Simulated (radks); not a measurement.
# Ionisation of Cu⁺: one atom, several choices of relativity

An exercise on one series of results from a longer session: the logs are not shown, and one member is left open.

The numbers are computed with radks (a radial shooting solver on a logarithmic mesh, Libxc functionals) version 1 (Kohn-Sham, BLYP, spin-unpolarised, spherical densities), except any that are marked as measured or tabulated.

## Starting point

```
element       : copper (Z = 29)
charge        : +1
electrons     : 28
configuration : [Ar] 3d10
ion           : Cu²⁺, [Ar] 3d9
choices       : non-relativistic; scalar-relativistic; Dirac, 2j+1 shares; Dirac, low j first; scalar-relativistic, finite nucleus; Dirac, 2j+1 shares, finite nucleus; Dirac, c × 2; Dirac, c × 1.25; Dirac, c × 100
```

The first run:

Input:

```text
Z 29
configuration [Ar] 3d10
relativity non-relativistic
functional b88,lyp
spin unpolarised
nucleus point
```

Steps of the session up to this table: non-relativistic: Cu⁺.

One table of the session follows, with a row left open; its other results are not shown here.

It belongs to the step «non-relativistic: Cu⁺». Sizes of the orbitals, from the radial functions (bohr):

| level | <r> | outermost maximum (interpolated) | 90 % within | nodes |
| --- | --- | --- | --- | --- |
| 1s | ? | ? | ? | ? |
| 2s | 0.2387 | 0.200 | 0.369 | 1 |
| 2p | 0.2078 | 0.159 | 0.339 | 0 |
| 3s | 0.7231 | 0.622 | 1.09 | 2 |
| 3p | 0.7550 | 0.623 | 1.17 | 1 |
| 3d | 1.012 | 0.601 | 1.83 | 0 |

Q: Estimate the row for 1s from the others.

**Answer.** <r>: 0.05290; outermost maximum (interpolated): 0.0349; 90 % within: 0.0942; nodes: 0. In the column «<r>» it is the lowest.

Caveats from the session: Spin polarisation and multiplet splitting of open shells are left out at every level.
